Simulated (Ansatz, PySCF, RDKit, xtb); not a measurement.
# Solving GeH4O2, step by step, part 2 of 2

Given the formula GeH4O2 and nothing else, which arrangement of the atoms is the most stable in the gas at 298.15 K, and what are its properties?

xtb, Ansatz and PySCF; isolated molecules. Earlier steps stand in the parts before.

**12. Density, orbitals and dipole (PBE0/def2-TZVPD)**

File input.yaml:

```yaml
crystal:
  periodic: [false, false, false]
  atoms:
    - symbol: Ge
      position_ang: [-1.137472, -2.765180, -0.175922]
    - symbol: O
      position_ang: [-1.357532, -1.613395, 1.169811]
    - symbol: O
      position_ang: [-1.321172, -1.927160, -1.741174]
    - symbol: H
      position_ang: [-0.686407, -0.917630, 1.177033]
    - symbol: H
      position_ang: [-2.245714, -3.804257, 0.056990]
    - symbol: H
      position_ang: [0.294360, -3.320823, -0.232904]
    - symbol: H
      position_ang: [-2.207586, -1.561949, -1.865440]
basis:
  gaussian: {orbitals: def2-TZVPD}
hamiltonian: {xc: {name: PBE0}}
output: {forces: true, orbitals: {seedname: orbitals}}
```

Command:

```
$ ansatz run input.yaml --threads 1 --pin off --max-ram 2610MiB --events-out events.jsonl --progress --plain --runs-dir runs
```

The program printed, cut to the lines that bear on the results:

```text
Warning: RAYON_NUM_THREADS=1 ignored (pool sized by the plan → 1); use --threads N
Functional definition: PBE0
  name "PBE0"
[...]
998 factors; their error is unknown
[...]
mean field -60669.06081574 eV, -2229.5468620121 hartree, gradient 2.3e-5 eV, S^2 0.000000; 0 other end points of the search recorded, 0 dependent functions left out
[...]
reference -60669.06085560 eV, -2229.5468634767 hartree; 26, 26 occupied and 144, 144 virtual orbitals, 998 factors
Total energy: -60669.06085560 eV, -2229.5468634767 hartree
Atom 0 at    -1.137472    -2.765180    -0.175922 Å, force    -0.022677     0.111757    -0.012329 eV/Å
Atom 1 at    -1.357532    -1.613395     1.169811 Å, force     0.264998     0.096178    -0.174428 eV/Å
Atom 2 at    -1.321172    -1.927160    -1.741174 Å, force    -0.288750     0.020877     0.161514 eV/Å
Atom 3 at    -0.686407    -0.917630     1.177033 Å, force    -0.225466    -0.222502     0.001071 eV/Å
Atom 4 at    -2.245714    -3.804257     0.056990 Å, force     0.038706     0.061342    -0.026039 eV/Å
Atom 5 at     0.294360    -3.320823    -0.232904 Å, force    -0.060420     0.045671     0.014233 eV/Å
Atom 6 at    -2.207586    -1.561949    -1.865440 Å, force     0.293610    -0.113324     0.035977 eV/Å
Dipole moment:     0.001973    -0.009723     0.001073 e Å
```

It took 13 s on 1 thread of Intel Xeon at 2.50GHz (Skylake/Cascade Lake), shared host.

**13. Frequencies after a tight-binding relaxation (GFN2-xTB)**

File start.xyz:

```xyz
7
c948a
Ge    -1.137472    -2.765180    -0.175922
O     -1.357532    -1.613395     1.169811
O     -1.321172    -1.927160    -1.741174
H     -0.686407    -0.917630     1.177033
H     -2.245714    -3.804257     0.056990
H      0.294360    -3.320823    -0.232904
H     -2.207586    -1.561949    -1.865440
```

Command:

```
$ xtb start.xyz --gfn 2 --ohess tight
```

The program printed, cut to the lines that bear on the results:

```text
* xtb version 6.7.1
[...]
          :  # basis functions                  22          :
[...]
          :  # electrons                        20          :
[...]
          :  Hamiltonian                  GFN2-xTB          :
[...]
          :  net charge                          0          :
          :  unpaired electrons                  0          :
[...]
   *** convergence criteria satisfied after 12 iterations ***
[...]
   *** GEOMETRY OPTIMIZATION CONVERGED AFTER 9 ITERATIONS ***
[...]
   *** convergence criteria satisfied after 3 iterations ***
[...]
         ::                     SUMMARY                     ::
         :::::::::::::::::::::::::::::::::::::::::::::::::::::
         :: total energy             -12.142596725109 Eh    ::
         :: gradient norm              0.000250472178 Eh/a0 ::
         :: HOMO-LUMO gap              8.736699981720 eV    ::
         ::.................................................::
         :: SCC energy               -12.200291264738 Eh    ::
         :: -> isotropic ES            0.043047314711 Eh    ::
         :: -> anisotropic ES         -0.000624181585 Eh    ::
         :: -> anisotropic XC         -0.000138935515 Eh    ::
         :: -> dispersion             -0.002494845957 Eh    ::
         :: repulsion energy           0.057694539629 Eh    ::
         :: add. restraining           0.000000000000 Eh    ::
         :: total charge               0.000000000000 e     ::
         :::::::::::::::::::::::::::::::::::::::::::::::::::::
[...]
        10        2.0000           -0.4329496             -11.7812 (HOMO)
        11                         -0.1118819              -3.0445 (LUMO)
[...]
     #   Z          covCN         q      C6AA      α(0)
     1  32 Ge       3.450     0.297   169.797    23.607
     2   8 O        1.587    -0.466    22.206     6.359
     3   8 O        1.587    -0.466    22.206     6.359
     4   1 H        0.810     0.313     0.683     1.298
     5   1 H        0.939     0.005     2.978     2.698
     6   1 H        0.939     0.005     2.978     2.698
     7   1 H        0.810     0.313     0.683     1.298
[...]
          | TOTAL ENERGY              -12.142596725110 Eh   |
          | TOTAL ENTHALPY            -12.096713523158 Eh   |
          | TOTAL FREE ENERGY         -12.130494882195 Eh   |
          | GRADIENT NORM               0.000250474795 Eh/α |
[...]
```

Wall time 0.33 s (1 thread of Intel Xeon at 2.50GHz (Skylake/Cascade Lake), shared host).

**14. Electronic excitations (TD-CAM-B3LYP/def2-SVPD)**

An in-house driver calls PySCF's response routines at TD-CAM-B3LYP/def2-SVPD; it has no typed input.

The program printed:

```text
coarse grid: 27664 points
cycle   1  E = -2229.4242095401  dE = -4.667e-01  |g| = 1.014e+00  |ddm| = 2.768e+00
cycle   2  E = -2229.2414468171  dE =  1.828e-01  |g| = 1.442e+00  |ddm| = 2.020e+00
cycle   3  E = -2229.6071639357  dE = -3.657e-01  |g| = 6.381e-02  |ddm| = 1.127e+00
cycle   4  E = -2229.6077803676  dE = -6.164e-04  |g| = 3.137e-02  |ddm| = 9.072e-02
cycle   5  E = -2229.6078899091  dE = -1.095e-04  |g| = 4.637e-03  |ddm| = 2.330e-02
cycle   6  E = -2229.6078937841  dE = -3.875e-06  |g| = 5.614e-04  |ddm| = 7.647e-03
final grid: 56944 points
cycle   7  E = -2229.6079254475  dE = -1.287e-07  |g| = 4.935e-04  |ddm| = 1.658e-03
cycle   8  E = -2229.6079254284  dE =  1.907e-08  |g| = 6.201e-04  |ddm| = 9.844e-04
cycle   9  E = -2229.6079254959  dE = -6.751e-08  |g| = 5.625e-05  |ddm| = 4.525e-04
cycle  10  E = -2229.6079254965  dE = -6.135e-10  |g| = 2.170e-05  |ddm| = 6.644e-05
converged SCF energy = -2229.6079254965

Static polarisability (au): isotropic 39.584, principal 38.908 39.208 40.634

Singlet excitations
state   eV       nm        f      main configurations
  1   7.3789    168.0   0.02580   H->L 0.78, H-1->L+1 0.14
  2   7.6150    162.8   0.05805   H-1->L 0.62, H->L+1 0.30
  3   8.0464    154.1   0.04137   H-2->L 0.87
  4   8.1555    152.0   0.00233   H->L+1 0.55, H-1->L 0.24, H-2->L+1 0.09
  5   8.3786    148.0   0.00004   H-2->L+1 0.80
  6   8.5712    144.7   0.08222   H->L+2 0.59, H-1->L+1 0.19, H->L 0.11
  7   8.6274    143.7   0.05666   H-1->L+1 0.47, H->L+2 0.28, H-2->L+2 0.12
  8   8.9777    138.1   0.03630   H-1->L+2 0.84

Triplet excitations (Tamm-Dancoff, eV): 6.9029 7.1035 7.5493
```

Run time: 21 s. Hardware: 1 thread of Intel Xeon at 2.50GHz (Skylake/Cascade Lake), shared host.

The roots found:

```
excited state  energy (eV)  strength
            1        7.379    0.0258
            2        7.615    0.0580
            3        8.046    0.0414
            4        8.155    0.0023
            5        8.379    0.0000
            6        8.571    0.0822
            7        8.627    0.0567
            8        8.978    0.0363
```

**15. NMR shieldings (GIAO PBE0/pcSseg-1)**

An in-house driver calls PySCF's response routines at GIAO PBE0/pcSseg-1; it has no typed input.

The program printed:

```text
coarse grid: 27664 points
cycle   1  E = -2229.0159933309  dE = -4.482e-01  |g| = 1.319e+00  |ddm| = 2.440e+00
cycle   2  E = -2228.6330609474  dE =  3.829e-01  |g| = 1.933e+00  |ddm| = 1.846e+00
cycle   3  E = -2229.2300912142  dE = -5.970e-01  |g| = 1.890e-01  |ddm| = 1.340e+00
cycle   4  E = -2229.2362650784  dE = -6.174e-03  |g| = 6.214e-02  |ddm| = 1.323e-01
cycle   5  E = -2229.2366020608  dE = -3.370e-04  |g| = 9.326e-03  |ddm| = 3.293e-02
cycle   6  E = -2229.2366157739  dE = -1.371e-05  |g| = 1.100e-03  |ddm| = 8.688e-03
cycle   7  E = -2229.2366160292  dE = -2.553e-07  |g| = 1.546e-04  |ddm| = 1.236e-03
final grid: 56944 points
cycle   8  E = -2229.2366620296  dE = -1.659e-08  |g| = 1.262e-04  |ddm| = 4.657e-04
cycle   9  E = -2229.2366620288  dE =  8.718e-10  |g| = 1.619e-04  |ddm| = 2.154e-04
cycle  10  E = -2229.2366620327  dE = -3.910e-09  |g| = 2.627e-05  |ddm| = 1.065e-04
cycle  11  E = -2229.2366620328  dE = -1.141e-10  |g| = 8.582e-06  |ddm| = 2.423e-05
converged SCF energy = -2229.2366620328

GIAO shielding tensors (ppm)
atom      isotropic    diamagn.    paramagn.     s11        s22        s33       span
  0 Ge    1316.924    2753.917   -1436.993   1243.806   1318.945   1388.021    144.215
  1 O      280.052     397.412    -117.360    233.551    284.072    322.532     88.982
  2 O      280.057     392.007    -111.950    233.547    284.079    322.544     88.997
  3 H       29.981      35.579      -5.599     22.176     25.105     42.660     20.484
  4 H       25.834      25.650       0.185     19.518     21.023     36.962     17.444
  5 H       25.835      27.269      -1.435     19.518     21.023     36.963     17.444
  6 H       29.981      31.185      -1.204     22.176     25.105     42.660     20.484
```

Wall time 13 s (1 thread of Intel Xeon at 2.50GHz (Skylake/Cascade Lake), shared host).

Isotropic shieldings, averaged over atoms that the bond graph makes equivalent (absolute, not shifts):

```
 atoms  shielding (ppm)
   Ge1           1316.9
O2, O3            280.1
H4, H7            29.98
H5, H6            25.83
```

**16. The cation at the same geometry (PBE0/def2-TZVPD)**

Changes to input.yaml since step 12:

```diff
@@ -18,4 +18,9 @@
 basis:
-  gaussian: {orbitals: def2-TZVPD}
-hamiltonian: {xc: {name: PBE0}}
-output: {forces: true, orbitals: {seedname: orbitals}}
+  gaussian:
+    orbitals: def2-TZVPD
+total_charge: 1
+magnetization:
+  spin_polarized: true
+  initial_magnetization: 1
+hamiltonian:
+  xc: pbe0
```

Command:

```
$ ansatz run input.yaml --threads 1 --pin off --max-ram 2610MiB --events-out events.jsonl --progress --plain --runs-dir runs
```

The program printed:

```text
Warning: RAYON_NUM_THREADS=1 ignored (pool sized by the plan → 1); use --threads N
[... 2 set-up lines as earlier in the session ...]
  parameter a = 0.25
  parameter kappa = 0.804
  parameter beta = 0.06672455060314922
  exchange = (1 - a)*pbe_x(kappa = kappa, mu = beta*pi^2/3) + a*exact_x
  correlation = pbe_c(beta = beta)
998 factors; their error is unknown
mean field evaluation 1: about -60634.3289 eV, gradient 8.3e1 eV
mean field evaluation 2: about -60485.9257 eV, gradient 1.8e2 eV
mean field evaluation 4: about -60656.4491 eV, gradient 1.6e1 eV
mean field evaluation 8: about -60657.7530 eV, gradient 6.1e-1 eV
mean field evaluation 16: about -60658.0025 eV, gradient 6.8e-3 eV
mean field evaluation 32: about -60657.9323 eV, gradient 3.4e0 eV
mean field -60658.00252606 eV, -2229.1404773619 hartree, gradient 1.7e-5 eV, S^2 0.763842; 3 other end points of the search recorded, 0 dependent functions left out
reference -60658.00256268 eV, -2229.1404787076 hartree; 26, 25 occupied and 144, 145 virtual orbitals, 998 factors
Total energy: -60658.00256268 eV, -2229.1404787076 hartree
```

Wall time 35 s (1 thread of Intel Xeon at 2.50GHz (Skylake/Cascade Lake), shared host).

Difference from the parent: 11.06 eV.

**17. The anion at the same geometry (PBE0/def2-TZVPD)**

Changes to input.yaml since step 16:

```diff
@@ -18,9 +18,6 @@
 basis:
-  gaussian:
-    orbitals: def2-TZVPD
-total_charge: 1
-magnetization:
-  spin_polarized: true
-  initial_magnetization: 1
-hamiltonian:
-  xc: pbe0
+  gaussian: {orbitals: def2-TZVPD}
+total_charge: -1
+magnetization: {spin_polarized: true, initial_magnetization: 1}
+hamiltonian: {xc: {name: PBE0}}
+scf: {lower_state_search: "off"}
```

Command:

```
$ ansatz run input.yaml --threads 1 --pin off --max-ram 2610MiB --events-out events.jsonl --progress --plain --runs-dir runs
```

The program printed, cut to the lines that bear on the results:

```text
Warning: RAYON_NUM_THREADS=1 ignored (pool sized by the plan → 1); use --threads N
[... 2 set-up lines as earlier in the session ...]
[...]
998 factors; their error is unknown
[...]
mean field -60668.16008894 eV, -2229.5137609128 hartree, gradient 5.3e-6 eV, S^2 0.750431; 0 other end points of the search recorded, 0 dependent functions left out
reference -60668.16012483 eV, -2229.5137622317 hartree; 27, 26 occupied and 143, 144 virtual orbitals, 998 factors
Total energy: -60668.16012483 eV, -2229.5137622317 hartree
Checks for a lower state left out: stability, starts, cluster_reference, orbital_swaps, neighbouring_geometries, increment
```

Wall time 13 s (1 thread of Intel Xeon at 2.50GHz (Skylake/Cascade Lake), shared host).

Parent less the species with the added electron: -0.90 eV. The extra electron isn't bound at this geometry, so the number measures the basis, not the molecule.

**18. The triplet at the same geometry (PBE0/def2-TZVPD)**

File input.yaml:

```yaml
crystal:
  periodic: [false, false, false]
  atoms:
    - {symbol: Ge, position_ang: [-1.137472, -2.765180, -0.175922]}
    - {symbol: O, position_ang: [-1.357532, -1.613395, 1.169811]}
    - {symbol: O, position_ang: [-1.321172, -1.927160, -1.741174]}
    - {symbol: H, position_ang: [-0.686407, -0.917630, 1.177033]}
    - {symbol: H, position_ang: [-2.245714, -3.804257, 0.056990]}
    - {symbol: H, position_ang: [0.294360, -3.320823, -0.232904]}
    - {symbol: H, position_ang: [-2.207586, -1.561949, -1.865440]}
basis:
  gaussian: {orbitals: def2-TZVPD}
hamiltonian: {xc: pbe0}
magnetization: {spin_polarized: true, initial_magnetization: 2}
```

Command:

```
$ ansatz run input.yaml --threads 1 --pin off --max-ram 2610MiB --events-out events.jsonl --progress --plain --runs-dir runs
```

The program printed, cut to the lines that bear on the results:

```text
Warning: RAYON_NUM_THREADS=1 ignored (pool sized by the plan → 1); use --threads N
[... 7 set-up lines as earlier in the session ...]
998 factors; their error is unknown
mean field evaluation 1: about -60650.1432 eV, gradient 5.7e1 eV
mean field evaluation 2: about -60584.5118 eV, gradient 1.3e2 eV
mean field evaluation 4: about -60660.5303 eV, gradient 1.6e1 eV
mean field evaluation 8: about -60662.0197 eV, gradient 1.2e0 eV
mean field evaluation 16: about -60662.2908 eV, gradient 6.8e-3 eV
mean field evaluation 32: about -60662.2989 eV, gradient 3.3e-1 eV
mean field evaluation 64: about -60661.7775 eV, gradient 3.3e-1 eV
mean field -60662.30948894 eV, -2229.2987553284 hartree, gradient 8.2e-6 eV, S^2 2.009081; 10 other end points of the search recorded, 0 dependent functions left out
reference -60662.30953138 eV, -2229.2987568879 hartree; 27, 25 occupied and 143, 145 virtual orbitals, 998 factors
Total energy: -60662.30953138 eV, -2229.2987568879 hartree
```

Run time: 2.3 min. Hardware: 1 thread of Intel Xeon at 2.50GHz (Skylake/Cascade Lake), shared host; peak memory 0.63 GiB.

It lies 6.75 eV above the singlet.

**19. Stability of the closed-shell solution (PBE0/def2-SVP)**

File geometry.xyz:

```xyz
7

Ge    -1.137472    -2.765180    -0.175922
O     -1.357532    -1.613395     1.169811
O     -1.321172    -1.927160    -1.741174
H     -0.686407    -0.917630     1.177033
H     -2.245714    -3.804257     0.056990
H      0.294360    -3.320823    -0.232904
H     -2.207586    -1.561949    -1.865440
```

File job.py:

```python
from pyscf import gto, dft

mol = gto.Mole()
mol.atom = 'geometry.xyz'
mol.max_memory = 1860
mol.basis = 'def2-svp'
mol.verbose = 3
mol.charge = 0
mol.spin = 0
mol.build()

myscf = dft.RKS(mol)
myscf.xc = 'pbe0'
myscf = myscf.density_fit(auxbasis='def2-universal-jkfit')
myscf.max_cycle = 100
myscf.grids.level = 3
myscf.kernel()
if not myscf.converged:
    myscf = myscf.newton().run(myscf.mo_coeff, myscf.mo_occ)

etot = myscf.e_tot
print('Final energy', etot)
mo_i, mo_e, stable_i, stable_e = myscf.stability(internal=True, external=True, return_status=True)
print('stable: internal', stable_i, 'external', stable_e)
```

Command:

```
$ OMP_NUM_THREADS=1 python job.py
```

The program printed:

```text
converged SCF energy = -2229.08724144363
Final energy -2229.087241443627
<class 'pyscf.df.df_jk.DFRKS'> wavefunction is stable in the internal stability analysis
<class 'pyscf.df.df_jk.DFRKS'> wavefunction is stable in the real -> complex stability analysis
<class 'pyscf.df.df_jk.DFRKS'> wavefunction is stable in the RHF/RKS -> UHF/UKS stability analysis
stable: internal True external True
```

It took 2 min on 1 thread of Intel Xeon at 2.50GHz (Skylake/Cascade Lake), shared host.

**20. Summary of results**

The summary covers parts 1 to 2.

```
                                                        quantity                                                                    value
                                          lowest structure found                                              [OH][GeH2][OH], singlet, C2
                                                   next finalist                           O[O][GeH3], singlet, 87.8 kcal/mol higher in G
                       share at equilibrium, among the finalists                                                                  100.0 %
                                                          funnel  14 starts, 10 minima at GFN2-xTB, 5 screening runs, 3 relaxed, 2 ranked
                                            CPU time of all runs                                                                   22 min
harmonic wavenumbers, lowest and highest (B3LYP-D3(BJ)/def2-SVP)                                                        214 and 3838 cm⁻¹
                             rotational constants, same geometry                                               0.5034, 0.216, 0.1647 cm⁻¹
                                 dipole moment (PBE0/def2-TZVPD)                                                                   0.05 D
                                   HOMO energy (PBE0/def2-TZVPD)                                                                 -8.80 eV
                                   LUMO energy (PBE0/def2-TZVPD)                                                                 -0.22 eV
                                 HOMO–LUMO gap (PBE0/def2-TZVPD)                                                                  8.58 eV
                      lowest excitation (TD-CAM-B3LYP/def2-SVPD)                                                      7.38 eV (f = 0.026)
                    strongest of the states computed, same level                                                      8.57 eV (f = 0.082)
             lowest triplet excitation, same level, Tamm-Dancoff                                                                  6.90 eV
                                      vertical ionisation energy                                                                 11.06 eV
                                      vertical electron affinity                       -0.90 eV (unbound: the value depends on the basis)
                                   vertical triplet less singlet                                                                 +6.75 eV
```

In words: The search ends on `[OH][GeH2][OH]`. The margin of 87.8 kcal/mol over the next finalist is beyond the usual error of the last level; it says nothing of structures that weren't ranked. GFN2-xTB, HF/STO-3G, r2SCAN-D4/def2-SVP, B3LYP-D3(BJ)/def2-SVP, HF/def2-TZVP and MP2/def2-TZVP already put its bonding pattern lowest among the structures in one piece. The largest share of the time went into the relaxations (42 %). The search is not exhaustive (a finite list of starts, one conformer a finalist), so a lower isomer can't be ruled out. Patterns outside the rules of the enumeration were met only by chance. The lowest isomer need not be the one that is made and kept in a bottle, which depends on barriers.
